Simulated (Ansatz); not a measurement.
# PdPtS3: the cost of one run

Computed with Ansatz 0.2.0 (DFT PBE, scalar-relativistic, plane waves, PAW, unless a step's input says otherwise).

**1. The system as given**

Symmetry: P6_3/mmc, No. 194, hexagonal system. The conventional cell has a = 6.567 Å, b = 6.567 Å, c = 5.347 Å, α = 90.00°, β = 90.00°, γ = 120.00°. Pd (site symmetry -6m2) has 12 S at 3.24 to 3.28 Å as nearest neighbours. Pt (site symmetry -3m) has 6 S at 2.37 Å and 2 Pt at 2.67 Å as nearest neighbours. S (site symmetry mm2) is surrounded by 2 Pt at 2.37 Å and 4 Pd at 3.24 to 3.28 Å.

As a file:

```
Pd Pt S
1.0
     6.56688    0.00000    0.00000
    -3.28344    5.68709    0.00000
     0.00000    0.00000    5.34658
Pd Pt S
2 2 6
Direct
  0.66667 0.33333 0.25000
  0.33333 0.66667 0.75000
  0.00000 0.00000 0.00000
  0.00000 0.00000 0.50000
  0.82755 0.65510 0.75000
  0.34490 0.17245 0.75000
  0.82755 0.17245 0.75000
  0.17245 0.34490 0.25000
  0.65510 0.82755 0.25000
  0.17245 0.82755 0.25000
```

The cell is invented: species swapped into a database cell of BaTaSe3 (P6_3/mmc, No. 194), with Pd on the Ba sites, Pt on the Ta sites and S on the Se sites. Its size is a rough estimate.

**2. The guess as it stands, on a coarse mesh**

The input, input.yaml:

```yaml
crystal:
  lattice:
    - [6.56688346, 0.0, 0.0]
    - [-3.28344173, 5.6870879, 0.0]
    - [0.0, 0.0, 5.34657888]
  atoms:
    - { symbol: Pd, position: [0.66666667, 0.33333333, 0.25] }
    - { symbol: Pd, position: [0.33333333, 0.66666667, 0.75] }
    - { symbol: Pt, position: [0.0, 0.0, 0.0] }
    - { symbol: Pt, position: [0.0, 0.0, 0.5] }
    - { symbol: S, position: [0.82754999, 0.65509999, 0.75] }
    - { symbol: S, position: [0.34490001, 0.17245001, 0.75] }
    - { symbol: S, position: [0.82754999, 0.17245001, 0.75] }
    - { symbol: S, position: [0.17245001, 0.34490001, 0.25] }
    - { symbol: S, position: [0.65509999, 0.82754999, 0.25] }
    - { symbol: S, position: [0.17245001, 0.82754999, 0.25] }
basis:
  ecutwfc: 420
kpoints:
  mp_grid: { grid: [3, 3, 4] }
hamiltonian:
  xc: pbe
scf:
  occupations: { method: gaussian, width: 0.1 }
  lower_state_search: "off"
output:
  forces: true
  stress: true
  eigenvalues: true
```

The run is started by

```sh
$ ansatz run input.yaml --threads 1 --pin off --max-ram 2560MiB --backend cpu --events-out ev --progress --plain --runs-dir out
```

What time and memory should one allow on 1 thread of Arm Neoverse V2, shared host?

About 4.6 s, with a peak of 0.47 GiB.
